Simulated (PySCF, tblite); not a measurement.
# C7H11Si radical: geometry, infrared bands and EPR parameters

Aim: predict the infrared bands and EPR parameters of C7H11Si radical (`C=C1[SiH2][C@]1(C)/C=[C]/C`).

Computed with tblite 0.8.0 and PySCF 2.14.0, with density-fitted response routines of our own, on a single molecule in the gas phase. Atoms are numbered from 0 throughout.

### 1 Starting geometry

19 atoms, charge 0, multiplicity 2; geometry from: force field or distance geometry start.

Bonds of the start (Å): C0–C1 1.33, C1–Si2 1.86, Si2–C3 1.86, C3–C4 1.52, C3–C5 1.47, C5–C6 1.33, C6–C7 1.49, C3–C1 1.51, C0–H8 1.09, C0–H9 1.08, Si2–H10 1.45, Si2–H11 1.49, C4–H12 1.10, C4–H13 1.11, C4–H14 1.11, C5–H15 1.09, C7–H16 1.13, C7–H17 1.10, C7–H18 1.10.

### 2 Optimising the geometry with GFN2-xTB

The job: settings as JSON, then the geometry in Å.

```
{"job": {"kind": "relax", "xc": "GFN2-xTB", "basis": "xTB"}, "charge": 0, "multiplicity": 2}
C     -1.707000     1.953700    -0.294400
C     -1.334500     0.809700     0.261600
Si    -1.222500    -0.357600     1.705500
C     -0.587700    -0.463800    -0.043800
C     -1.336600    -1.432900    -0.944200
C      0.827200    -0.194900    -0.349700
C      1.788300    -0.072800     0.568400
C      3.178900     0.208600     0.116600
H     -2.268300     2.625700     0.362600
H     -1.495300     2.202700    -1.321900
H     -0.331800    -0.069100     2.807200
H     -2.539100    -0.969900     2.026200
H     -1.814400    -0.915000    -1.789100
H     -0.621500    -2.220600    -1.262900
H     -2.162800    -1.837500    -0.318700
H      1.118100    -0.076700    -1.393100
H      3.380200    -0.458800    -0.770200
H      3.194300     1.234800    -0.281500
H      3.924900     0.043500     0.913900
```

On the command line:

```console
$ OMP_NUM_THREADS=1 python probes_run.py task.json out
```

One launch serves the whole session: the jobs run in the order shown.

Standard output:

```text
step      E/eV     max force
  0    -601.13228    2.262
  1    -601.27383    1.567
  2    -601.36397    0.633
  3    -601.41587    0.526
  4    -601.46233    0.678
  5    -601.50986    0.707
  6    -601.54665    0.491
  7    -601.57585    0.321
  8    -601.59978    0.322
  9    -601.61781    0.284
 10    -601.63535    0.310
 11    -601.64981    0.297
 12    -601.66166    0.239
 13    -601.67115    0.295
 14    -601.67983    0.252
 15    -601.68807    0.171
 16    -601.69523    0.194
 17    -601.70093    0.154
 18    -601.70533    0.156
 19    -601.70852    0.148
 20    -601.71082    0.130
 21    -601.71299    0.154
 22    -601.71581    0.161
 23    -601.71938    0.184
 24    -601.72306    0.164
 25    -601.72633    0.156
 26    -601.72962    0.141
 27    -601.73348    0.152
 28    -601.73743    0.144
 29    -601.74062    0.118
 30    -601.74317    0.128
 31    -601.74576    0.136
 32    -601.74865    0.125
 33    -601.75151    0.121
 34    -601.75422    0.110
 35    -601.75705    0.143
 36    -601.76003    0.147
 37    -601.76280    0.109
 38    -601.76523    0.119
 39    -601.76752    0.103
 40    -601.76977    0.134
 41    -601.77150    0.119
 42    -601.77240    0.105
 43    -601.77330    0.069
 44    -601.77411    0.065
 45    -601.77535    0.087
 46    -601.77649    0.108
 47    -601.77778    0.094
 48    -601.77893    0.070
 49    -601.78012    0.075
 50    -601.78128    0.070
 51    -601.78237    0.071
 52    -601.78334    0.057
 53    -601.78424    0.049
 54    -601.78505    0.061
 55    -601.78579    0.066
 56    -601.78653    0.061
 57    -601.78734    0.070
 58    -601.78820    0.067
 59    -601.78895    0.075
 60    -601.78949    0.068
 61    -601.78987    0.048
 62    -601.79035    0.047
 63    -601.79089    0.053
 64    -601.79135    0.054
 65    -601.79165    0.047
 66    -601.79189    0.045
 67    -601.79218    0.057
 68    -601.79252    0.057
 69    -601.79285    0.053
 70    -601.79314    0.051
 71    -601.79344    0.042
 72    -601.79380    0.045
 73    -601.79418    0.046
 74    -601.79450    0.040
 75    -601.79477    0.041
 76    -601.79511    0.044
 77    -601.79560    0.058
 78    -601.79621    0.064
 79    -601.79680    0.055
 80    -601.79731    0.049
 81    -601.79776    0.050
 82    -601.79828    0.050
 83    -601.79877    0.051
 84    -601.79910    0.035
 85    -601.79930    0.036
 86    -601.79950    0.038
 87    -601.79980    0.037
 88    -601.80029    0.049
 89    -601.80096    0.059
 90    -601.80181    0.073
 91    -601.80254    0.056
 92    -601.80332    0.054
 93    -601.80385    0.052
 94    -601.80437    0.037
 95    -601.80467    0.044
 96    -601.80484    0.022
 97    -601.80492    0.021
 98    -601.80499    0.017
 99    -601.80507    0.022
100    -601.80520    0.025
101    -601.80536    0.037
102    -601.80555    0.034
103    -601.80574    0.030
104    -601.80592    0.032
105    -601.80614    0.035
106    -601.80641    0.042
107    -601.80674    0.040
108    -601.80706    0.052
109    -601.80736    0.056
110    -601.80762    0.048
111    -601.80786    0.042
112    -601.80805    0.034
113    -601.80820    0.033
114    -601.80831    0.028
115    -601.80842    0.023
116    -601.80853    0.032
117    -601.80866    0.030
118    -601.80882    0.039
119    -601.80904    0.037
120    -601.80930    0.032
121    -601.80952    0.021
122    -601.80961    0.026
123    -601.80970    0.020
124    -601.80979    0.021
125    -601.80989    0.022
126    -601.80998    0.019
127    -601.81005    0.019
128    -601.81012    0.020
129    -601.81020    0.022
130    -601.81031    0.024
131    -601.81041    0.018
132    -601.81047    0.016
133    -601.81051    0.014
134    -601.81055    0.019
135    -601.81060    0.021
136    -601.81066    0.018
137    -601.81072    0.020
138    -601.81077    0.021
139    -601.81085    0.019
140    -601.81095    0.021
141    -601.81106    0.022
142    -601.81113    0.020
143    -601.81116    0.013
144    -601.81118    0.009
```

Wall time 1.2 s (1 thread of Intel Xeon Platinum 8488C, shared host); peak memory 0.18 GiB.

The steps of the relaxation: (not every step is listed)

```
step  energy from step 0 (eV)  largest force (eV/Å)
   0                   0.0000                2.2617
   1                  -0.1415                1.5669
   2                  -0.2317                0.6326
   3                  -0.2836                0.5258
   4                  -0.3300                0.6783
   5                  -0.3776                0.7072
   6                  -0.4144                0.4907
   7                  -0.4436                0.3206
   8                  -0.4675                0.3221
  21                  -0.5807                0.1545
  34                  -0.6219                0.1100
  47                  -0.6455                0.0940
  60                  -0.6572                0.0678
  73                  -0.6619                0.0459
  86                  -0.6672                0.0377
  99                  -0.6728                0.0222
 112                  -0.6758                0.0343
 125                  -0.6776                0.0221
 138                  -0.6785                0.0208
 139                  -0.6786                0.0191
 140                  -0.6787                0.0215
 141                  -0.6788                0.0219
 142                  -0.6789                0.0198
 143                  -0.6789                0.0133
 144                  -0.6789                0.0089
```

Distances of close pairs at the start and the end, largest changes first:

```
   bond  before (Å)  after (Å)  change (Å)
 Si2–C3       1.864      1.927      +0.063
  C5–C6       1.335      1.299      -0.036
  C6–C7       1.489      1.457      -0.032
Si2–H11       1.487      1.455      -0.032
 C7–H16       1.128      1.098      -0.030
 C4–H14       1.112      1.088      -0.024
 C4–H13       1.111      1.090      -0.021
  C0–H8       1.095      1.080      -0.015
```

The end geometry stands in the next job.

### 3 Vibrational analysis with GFN2-xTB

The job: settings as JSON, then the geometry in Å.

```
{"job": {"kind": "ir", "xc": "GFN2-xTB", "basis": "xTB"}, "charge": 0, "multiplicity": 2}
C     -1.574709     1.909571    -0.235783
C     -1.240791     0.780243     0.345377
Si    -1.072682    -0.375279     1.782992
C     -0.664868    -0.546659    -0.092748
C     -1.531881    -1.369935    -1.020855
C      0.770659    -0.498827    -0.472558
C      1.688546     0.137623     0.190557
C      3.103250     0.484576     0.168564
H     -1.986374     2.741690     0.315210
H     -1.447577     2.062953    -1.299299
H      0.048646    -0.242117     2.691105
H     -2.284036    -1.017100     2.270017
H     -1.516877    -0.956051    -2.030427
H     -1.181565    -2.400816    -1.066330
H     -2.562772    -1.370629    -0.672785
H      1.006480    -1.074711    -1.376613
H      3.574899     0.207156    -0.783121
H      3.229754     1.560504     0.302333
H      3.632096    -0.022941     0.976902
```

Standard output:

```text
mode    cm-1     km/mol
  1      18.4      1.88
  2      76.0      0.13
  3      85.9      1.75
  4     106.7      1.92
  5     178.5      2.23
  6     193.1      1.84
  7     198.5      1.06
  8     227.3      4.63
  9     282.1      3.45
 10     306.6      0.53
 11     367.7      3.81
 12     400.2      7.66
 13     472.3     30.89
 14     523.7    108.56
 15     531.0     69.78
 16     569.4     18.88
 17     669.5     32.12
 18     688.0     19.50
 19     717.0     28.21
 20     744.1     79.91
 21     783.5     70.93
 22     894.5     21.44
 23     928.0     21.04
 24     996.2      1.81
 25    1020.2      6.10
 26    1048.3     14.34
 27    1058.1     34.01
 28    1068.0     16.53
 29    1145.8      3.56
 30    1204.6     14.32
 31    1249.4      3.95
 32    1377.8      0.05
 33    1405.5      0.86
 34    1421.9      1.00
 35    1448.4      5.72
 36    1462.8      4.47
 37    1498.3      1.11
 38    1503.8      3.93
 39    1764.3      5.91
 40    1787.0     24.41
 41    2322.5    299.24
 42    2375.7    256.07
 43    2790.0     43.79
 44    2872.3     59.18
 45    2972.2     26.52
 46    2980.6     38.87
 47    2984.9     38.89
 48    3003.9     42.09
 49    3027.7     34.32
 50    3034.8     50.94
 51    3068.3     47.78
```

Wall time 0.79 s (1 thread of Intel Xeon Platinum 8488C, shared host); peak memory 0.18 GiB.

Which atoms move in the most intense modes:

```
cm⁻¹  km/mol                                  atoms
 524   108.6                     H10 55 %, H11 19 %
 531    69.8                      H11 46 %, C1 20 %
 744    79.9  Si2 24 %, C5 14 %, H15 14 %, H11 11 %
 784    70.9             C3 17 %, C5 15 %, H11 10 %
2322   299.2                               H11 97 %
2376   256.1                               H10 97 %
2872    59.2                               H16 92 %
3035    50.9                                H9 91 %
```

### 4 g tensor and hyperfine couplings: B3LYP/pcH-1

Same as in step 3 but for these lines:

```diff
@@ -1,2 +1,2 @@
-{"job": {"kind": "ir", "xc": "GFN2-xTB", "basis": "xTB"}, "charge": 0, "multiplicity": 2}
+{"job": {"kind": "epr", "basis": "pcH-1"}, "charge": 0, "multiplicity": 2}
 C     -1.574709     1.909571    -0.235783
```

Level: UKS B3LYP, pcH-1 on C H Si, non-relativistic, mean-field spin-orbit, GIAO.

Standard output:

```text
UKS, coarse grid
  cycle   1  E = -562.63130221  |g| = 3.94e-01
  cycle   2  E = -562.54195844  |g| = 5.52e-01
  cycle   3  E = -562.71028098  |g| = 1.24e-01
  cycle   4  E = -562.71710414  |g| = 5.10e-02
  cycle   5  E = -562.71837680  |g| = 1.72e-02
  cycle   6  E = -562.71856070  |g| = 4.49e-03
  cycle   7  E = -562.71858461  |g| = 2.11e-03
  cycle   8  E = -562.71859509  |g| = 1.61e-03
  cycle   9  E = -562.71859874  |g| = 8.41e-04
UKS, final grid
  cycle   1  E = -562.71856295  |g| = 1.32e-03
  cycle   2  E = -562.71856108  |g| = 2.45e-03
  cycle   3  E = -562.71856409  |g| = 1.79e-04
  cycle   4  E = -562.71856416  |g| = 1.38e-04
  cycle   5  E = -562.71856422  |g| = 3.88e-05
  cycle   6  E = -562.71856422  |g| = 1.73e-05
E = -562.71856422 Eh   <S^2> = 0.7596 (exact 0.7500)
g shifts (ppm)      1          2          3
  rmc          -146       -146       -146
  gc             19          7         44
  oz_so        -461        -75        756
  total        -588       -214        653
hyperfine (MHz)  atom isotope    a_iso     a_fc   dipolar eigenvalues
    0   13C      -0.38      -0.38     -0.47     -0.35      0.82
    1   13C      -4.31      -4.30     -1.22     -0.64      1.86
    2  29Si       1.18       1.18     -1.54      0.38      1.16
    3   13C      52.43      52.44     -3.72     -3.41      7.13
    4   13C      -1.67      -1.67     -0.52     -0.31      0.84
    5   13C      -0.77      -0.77    -18.22      1.26     16.96
    6   13C     258.15     258.26    -81.43    -59.34    140.77
    7   13C      16.21      16.20     -4.61     -3.86      8.47
    8    1H      -0.27      -0.27     -0.90     -0.85      1.75
    9    1H       0.31       0.31     -1.18     -1.08      2.27
   10    1H       3.28       3.28     -4.10     -3.03      7.13
   11    1H       1.37       1.37     -0.95     -0.73      1.68
   12    1H       0.32       0.32     -1.22     -0.85      2.08
   13    1H       0.16       0.16     -1.26     -0.87      2.13
   14    1H       0.28       0.28     -1.02     -0.52      1.54
   15    1H     164.40     164.40     -4.98     -1.89      6.87
   16    1H     133.16     133.16     -5.52     -1.89      7.41
   17    1H      45.01      45.01     -6.75     -5.54     12.29
   18    1H      14.40      14.40     -6.41     -4.83     11.24
```

Run time: 1.8 min. Hardware: 1 thread of Intel Xeon Platinum 8488C, shared host; peak memory 1.1 GiB.

Principal g values 2.00173, 2.00211, 2.00297; g(iso) = 2.00227, against 2.00232 for a free electron.

Hyperfine couplings; where a row names several nuclei, a(iso) is their mean (it holds for fast rotation or exchange) and the dipolar term the largest among them:

```
       nuclei  isotope  a(iso) (MHz)  a(iso) (G, at g = 2.0023)  largest dipolar term (MHz)
           C6      13C         258.2                       92.1                       140.8
          H15       1H         164.4                       58.7                         6.9
H16, H17, H18       1H          64.2                       22.9                        12.3
           C3      13C          52.4                       18.7                         7.1
           C7      13C          16.2                        5.8                         8.5
           C1      13C          -4.3                       -1.5                         1.9
          H10       1H           3.3                        1.2                         7.1
           C4      13C          -1.7                       -0.6                         0.8
          H11       1H           1.4                        0.5                         1.7
          Si2     29Si           1.2                        0.4                        -1.5
           C5      13C          -0.8                       -0.3                       -18.2
           C0      13C          -0.4                       -0.1                         0.8
           H9       1H           0.3                        0.1                         2.3
           H8       1H          -0.3                       -0.1                         1.7
```

Mulliken spin populations:

C0 0.00; C1 0.00; Si2 0.01; C3 0.04; C4 0.00; C5 -0.17; C6 0.99; C7 -0.05; H8 0.00; H9 0.00; H10 0.00; H11 0.00; H12 0.00; H13 0.00; H14 0.00; H15 0.09; H16 0.07; H17 0.01; H18 0.01

In first order the couplings over 0.8 MHz of 1H give 32 distinct lines over 129.0 G, if the averaged nuclei exchange fast; the same motion can average rows kept apart here too.

Orbitals, density, ELF and potential are computed afterwards from the orbital file.

ELF in a plane through or near 8 of the atoms.

Ten even steps from ' ' (0.00) to '@' (1.00):
```
                                                        
                                                        
                                                        
                                                        
                                                        
                                                        
        ..++**--          ..====--::....                
        ==%%@@%%....++--  ..****==****--..              
        --##@@%%--**%%%%::  ==----==**--                
        ::++--..##++::##==..++%%%%++..                  
        ::++==..%%--::%%++**++++--==..++##**::          
        ::++**++--==##**--==%%==@@%%##@@@@@@%%          
        ..--==::    --**##**::==**..::@@@@@@##          
                    ::##%%++  --%%@@%%++++++..          
                    ..==++..  ##@@@@@@--                
                      ....    **@@@@@@::                
                              ..++**==                  
                                                        
                                                        
                                                        
```
The map spans 12.5 Å across and 10.8 Å up, centred on the molecule. Atoms in the plane (x, y in Å): C1 (1.1, 1.0), C3 (0.7, -0.4), C4 (1.8, -1.5), C5 (-0.7, -0.8), C6 (-1.7, 0.0), C7 (-3.1, 0.0), H13 (1.6, -2.4), H14 (2.8, -1.1).

On the surface of density 0.002 e/bohr³ the electrostatic potential runs, from the 1st to the 99th percentile, from -0.93 V near C0 to 0.86 V near H11.

The spin density lies nearest to C6 69 %; C5 7 % (beta excess); H15, H16 about 6 % each.

### 5 Outcome

```
                                                                  quantity                  value
                                 strongest single infrared mode (GFN2-xTB)  2322 cm⁻¹, 299 km/mol
                                              zero-point energy (GFN2-xTB)          91.3 kcal/mol
                                                            g(iso) (B3LYP)                2.00227
                                                                      ⟨S²⟩     0.760 (exact 0.75)
                                        largest a(iso) (averaged by class)   13C on C6, 258.2 MHz
potential on the surface of density 0.002 e/bohr³, 1st and 99th percentile     -0.93 V and 0.86 V
```

In words: Relaxing lowered the energy by 0.679 eV in 144 steps; the close pair that moved most is Si2–C3, from 1.864 to 1.927 Å. No mode is imaginary among the 51: a minimum at this level. The strongest single mode, at 2322 cm⁻¹, moves mainly H11. GFN2-xTB is a fitted tight-binding method: band positions and strengths are rough. Its intensities can rank the bands wrongly. Most of the unpaired spin sits on C6 (0.99 e). The isotropic g lies 0.0 ppt below the free-electron value. The conformer search found further structures of the same energy, which may be mirror or relabelled copies of this one.
